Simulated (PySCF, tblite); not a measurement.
**C5H11NO3Si: geometry, infrared bands and NMR shifts**

Wanted: the infrared bands and NMR shifts of C5H11NO3Si (`C=C(CO[Si@H](N)O)C(C)=O`), by calculation.

Programs: tblite 0.8.0 and PySCF 2.14.0, with density-fitted response routines of our own. Each step states its level of theory. These are calculated values for one molecule in the gas phase, unless marked as measured. Atoms count from 0, in the outputs and in this text.

## 1. Starting geometry

21 atoms, charge 0, multiplicity 1; geometry from: force field or distance geometry start.

Bonds of the start (Å): C0–C1 1.33, C1–C2 1.47, C2–O3 1.42, O3–Si4 1.72, Si4–N5 1.79, Si4–O6 1.73, C1–C7 1.47, C7–C8 1.49, C7–O9 1.27, C0–H10 1.10, C0–H11 1.07, C2–H12 1.11, C2–H13 1.09, Si4–H14 1.45, N5–H15 1.04, N5–H16 1.05, O6–H17 0.98, C8–H18 1.12, C8–H19 1.10, C8–H20 1.11.

## 2. Optimising the geometry with GFN2-xTB

Job settings and geometry (Å):

```
{"job": {"kind": "relax", "xc": "GFN2-xTB", "basis": "xTB"}, "charge": 0, "multiplicity": 1}
C      2.009700    -1.350600    -0.331500
C      1.272600    -0.372400     0.182500
C     -0.092400    -0.668500     0.645800
O     -0.953400     0.172600    -0.108500
Si    -2.568700    -0.142900     0.403500
N     -3.618100    -0.549900    -0.986200
O     -3.123000     1.333400     1.108200
C      1.873900     0.966400     0.314400
C      3.267300     1.252200    -0.143400
O      1.121300     1.847700     0.823100
H      1.510400    -2.329300    -0.397300
H      3.009800    -1.223900    -0.681000
H     -0.384600    -1.702100     0.365300
H     -0.260900    -0.555700     1.716300
H     -2.534200    -1.226000     1.362800
H     -3.826600    -1.568900    -1.031000
H     -4.501200     0.019100    -0.997400
H     -3.090000     2.073600     0.468400
H      3.421100     2.352200    -0.275200
H      3.449100     0.756800    -1.113600
H      4.009000     0.933100     0.615400
```

Launch:

```
OMP_NUM_THREADS=1 python probes_run.py task.json out
```

One launch serves the whole session: the jobs run in the order shown.

**Question.** This job is followed by: GFN2-xTB harmonic vibrations, gas phase; GIAO PBE0/pcSseg-1 NMR shielding, non-relativistic, gas phase. Predict these results of the whole session: strongest single infrared mode (GFN2-xTB); zero-point energy (GFN2-xTB); ¹³C shifts against TMS (PBE0/pcSseg-1); ¹H shifts against TMS (PBE0/pcSseg-1, means over atoms taken as alike); ¹⁷O shifts against H2O (PBE0/pcSseg-1); ²⁹Si shifts against TMS (PBE0/pcSseg-1); ¹⁵N shifts against NH3 (PBE0/pcSseg-1).

As calculated:

```
                                                              quantity                                               value
                             strongest single infrared mode (GFN2-xTB)                                902 cm⁻¹, 449 km/mol
                                          zero-point energy (GFN2-xTB)                                       99.3 kcal/mol
                                ¹³C shifts against TMS (PBE0/pcSseg-1)                 221.3, 163.6, 121.6, 68.6, 37.4 ppm
¹H shifts against TMS (PBE0/pcSseg-1, means over atoms taken as alike)  5.78, 5.54, 5.26, 4.62, 4.25, 3.54, 2.66, 0.50 ppm
                                ¹⁷O shifts against H2O (PBE0/pcSseg-1)                               635.6, 59.4, 52.9 ppm
                               ²⁹Si shifts against TMS (PBE0/pcSseg-1)                                           -43.1 ppm
                                ¹⁵N shifts against NH3 (PBE0/pcSseg-1)                                            34.8 ppm
```

In words: Relaxing lowered the energy by 1.456 eV in 264 steps; the close pair that moved most is Si4–O6, from 1.727 to 1.616 Å. No mode is imaginary among the 57: a minimum at this level. The strongest single mode, at 902 cm⁻¹, moves mainly H17. Unscaled tight-binding wavenumbers are off by several per cent, some by more. Its intensities can rank the bands wrongly. C7 (ketone carbonyl carbon) lies farthest downfield among carbon, at 221.3 ppm; low-lying n→π* states of the double bond to the heteroatom give a large paramagnetic term (-285 ppm). At PBE0/pcSseg-1: The widest tensor belongs to O9: span 1255 ppm, with a paramagnetic part of -704 ppm.
